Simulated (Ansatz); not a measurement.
# Ir (Iridium): the cost of one run

All numbers are computed with Ansatz 0.2.0 through its Python package. Level of theory: DFT LDA, all-electron LAPW.

The COD entry's cell or inner coordinates are ideal or old and differ from later refinements, so a difference from it is no clean test against experiment.

## (1) The system

It takes space group Fm-3m (No. 225, cubic). Conventional cell: a = 3.831 Å, b = 3.831 Å, c = 3.831 Å, α = 90.00°, β = 90.00°, γ = 90.00°. Around Ir (site symmetry m-3m) lie 12 Ir at 2.71 Å.

No structure file is read: the coordinates are typed or built in the script.

## (2) The code

Input file eos_lapw_ir.py:

```python
'''All-electron equation of state of Ir.'''

import ansatz as az
from ase.eos import EquationOfState
from ase.units import GPa
import numpy as np

config = {
    'functional': 'lda',
    'smearing': 'fermi_dirac',
    'sigma': 0.2,
    'kgrid': (15, 15, 15),
}

vectors0 = np.array([
    [0.0, 1.9156, 1.9156],
    [1.9156, 0.0, 1.9156],
    [1.9156, 1.9156, 0.0],
])
sites = [
    ('Ir', (0.0, 0.0, 0.0)),
]


def crystal_on(cell):
    crystal = az.Crystal(lattice=az.Lattice.of(cell))
    for symbol, position in sites:
        crystal = crystal.atom(symbol, position)
    return crystal

volumes, energies = [], []
for scale in np.linspace(0.94, 1.06, 7):
    cell = vectors0 * scale ** (1 / 3)
    job = (
        crystal_on(cell).calculation()
        .functional(config['functional'])
        .occupations(config['smearing'], width=config['sigma'])
        .kpoints(*config['kgrid'])
        .pseudopotentials('all_electron', lapw=True)
    )
    r = job.run().report
    volumes.append(abs(np.linalg.det(cell)) / len(sites))
    energies.append(r['free_energy_ev'] / len(sites))
    print(f'{scale:.3f} {volumes[-1]:9.4f} A^3/atom {energies[-1]:16.5f} eV/atom  (estimated basis error {1000 * r["lapw_basis_errors"]["total_ev_per_atom"]:.2f} meV/atom)')
v0, e0, bulk = EquationOfState(volumes, energies, eos='birchmurnaghan').fit()
print(f'V0 = {v0:.4f} A^3/atom, B0 = {bulk / GPa:.1f} GPa')
```

## (3) What the engine is handed

The engine receives this input (first run):

```yaml
crystal:
  lattice:
    - [0.0, 1.8764951498555296, 1.8764951498555296]
    - [1.8764951498555296, 0.0, 1.8764951498555296]
    - [1.8764951498555296, 1.8764951498555296, 0.0]
  atoms:
    - { symbol: Ir, position: [0.0, 0.0, 0.0] }
kpoints:
  mp_grid:
    grid: [15, 15, 15]
hamiltonian:
  xc: lda
  pseudopotentials:
    kind: all_electron
    lapw: {}
scf:
  occupations:
    method: fermi_dirac
    width: 0.2
```

## (4) Running it

Launch:

```console
$ python eos_lapw_ir.py
```

Q: Estimate wall time and peak memory on 1 thread of AMD EPYC 9R45 (Zen 5), shared host.

About 41 s, with a peak of 0.51 GiB.
